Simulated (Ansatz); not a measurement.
**BGeHCl (quartet): the correlation ladder at distance B2–Ge3 = 1.832 Å, cc-pVDZ**

How much of the correlation energy of BGeHCl (quartet) does each wave-function method recover here?

Method: cc-pVDZ, core rule «outside noble gas», up to 20 orbitals frozen; program: Ansatz 0.2.0, Gaussian basis.

To be run: UHF; CCSD(T) on ROHF; CCSD(T) on UHF; BCCD(T) on ROHF; CISD; CCSDT(Q) on ROHF; CCSDT(Q) on UHF; CASSCF and MRCISD+Q, 5 electrons in 5 orbitals; CASSCF and NEVPT2, 5 electrons in 5 orbitals.

23 further runs of the same task are left out: 1 for a mislabelled method, 18 that didn't finish, 4 set aside as unsound or not needed.

**1. The geometry**

The geometry derives from a PBE0/def2-TZVP stationary point (not a proven minimum). One bond is set to the value named and the two fragments are kept rigid. No spin-orbit coupling is included. The filled d shell of Ge may be among the frozen orbitals whatever the setting's name suggests; the logs give the count.

4 atoms, charge 0, spin multiplicity 4.

Atoms are counted from 1 here; the program's logs count them from 0.

Bond lengths: Cl1–B2 1.724 Å, B2–Ge3 1.832 Å, Ge3–H4 1.547 Å. Angles: Cl1–B2–Ge3 123.1°, B2–Ge3–H4 123.1°.

**2. UHF**

Input file in.yaml:

```yaml
crystal:
  periodic: [false, false, false]
  atoms:
    - {symbol: Cl, position_ang: [0.000000, -0.148409, 2.063983]}
    - {symbol: B, position_ang: [0.000000, 0.744987, 0.589101]}
    - {symbol: Ge, position_ang: [0.000000, -0.048904, -1.061948]}
    - {symbol: H, position_ang: [0.000000, 0.753849, -2.384332]}
basis:
  gaussian: {orbitals: cc-pVDZ}
magnetization: {spin_polarized: true, initial_magnetization: 3}
hamiltonian: {xc: hf}
output: {orbitals: {seedname: orbitals}}
```

Command:

```
$ ansatz run in.yaml --threads 1 --pin off --events-out ev --progress --plain --max-ram 2393MiB
```

The runs that follow: CCSD(T) on ROHF; CCSD(T) on UHF; BCCD(T) on ROHF; CISD; CCSDT(Q) on ROHF; CCSDT(Q) on UHF; CASSCF and MRCISD+Q, 5 electrons in 5 orbitals; CASSCF and NEVPT2, 5 electrons in 5 orbitals.

Q: Predict the results of all the runs planned. Wanted: UCCSDT(Q) below the RHF energy; RMP2 from UCCSDT(Q); UMP2 from UCCSDT(Q); RCCSD from UCCSDT(Q); RCCSD(T) from UCCSDT(Q); UCCSD(T) from UCCSDT(Q); RCCSDT(Q) from UCCSDT(Q); NEVPT2 pair from UCCSDT(Q); MRCISD+Q pair from UCCSDT(Q).

**Answer**, as computed:

```
                         quantity                      value
   UCCSDT(Q) below the RHF energy                 -8.1551 eV
              RMP2 from UCCSDT(Q)                +1227.1 meV
              UMP2 from UCCSDT(Q)                +1218.3 meV
             RCCSD from UCCSDT(Q)                 +293.1 meV
          RCCSD(T) from UCCSDT(Q)                  +59.4 meV
          UCCSD(T) from UCCSDT(Q)                  +49.6 meV
         RCCSDT(Q) from UCCSDT(Q)                  +12.1 meV
       NEVPT2 pair from UCCSDT(Q)                +1292.1 meV
     MRCISD+Q pair from UCCSDT(Q)                 +167.5 meV
levels within 1 kcal/mol (43 meV)  RCCSDT, UCCSDT, RCCSDT(Q)
                    T1 diagnostic                      0.022
```

RCCSD(T) lands +59.4 meV from the yardstick (0.7 % of the correlation energy). Of the multireference levels listed MRCISD+Q pair comes nearest in total energy (+167.5 meV), which doesn't show that its space is the better one. These misses are within one basis, not against nature; the frozen cores of restricted and unrestricted runs differ, which can shift their rows.
